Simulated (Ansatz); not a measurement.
Sn3Se:

```
Sn Se
1.0
     4.74188    0.00000    0.00000
     0.00000    4.74188    0.00000
     0.00000    0.00000    4.74188
Sn Se
3 1
Direct
  0.50000 0.50000 0.00000
  0.50000 0.00000 0.50000
  0.00000 0.50000 0.50000
  0.00000 0.00000 0.00000
```

The cell comes from a database or a generator and needn't be the stable form of this composition.

| Item | Value |
| --- | --- |
| Program | Ansatz 0.2.0 |
| Task | relaxation of cell and atoms |
| Functional | PBE0 |
| Potentials or basis | Ansatz PAW |
| Cutoff | 420 eV (not typed: the program's choice for these potentials) |
| k mesh | 4 × 4 × 4 |
| Occupations | fermi-dirac, width 0.05 eV |
| Spin | no spin polarisation |

At the start: volume 26.66 Å³/atom.

Where does the relaxation end?

It ends after 4 steps and the volume is 25.82 Å³/atom (-3.1 %); space group Pm-3m (No. 221, to 0.05 Å).

The path:
| step | energy change (eV) | largest force (eV/Å) | volume (Å³) |
| --- | --- | --- | --- |
| 1 | 0.0000 | 0.0000 | 106.62 |
| 2 | -0.0204 | 0.0000 | 103.07 |
| 3 | -0.0204 | 0.0000 | 103.29 |
| 4 | -0.0196 | 0.0000 | 103.29 |

Final structure:
```
Sn Se
1.0
     4.69195    0.00000    0.00000
     0.00000    4.69195    0.00000
     0.00000    0.00000    4.69195
Sn Se
3 1
Direct
  0.50000 0.50000 0.00000
  0.50000 0.00000 0.50000
  0.00000 0.50000 0.50000
  0.00000 0.00000 0.00000
```

Caveat: the plane-wave basis is chosen anew once the cell has moved, so the energies of steps on either side of that aren't comparable; the PAW data sets come from PBE, with cores solved anew for the run's functional, which leaves a small shift of forces and pressure.
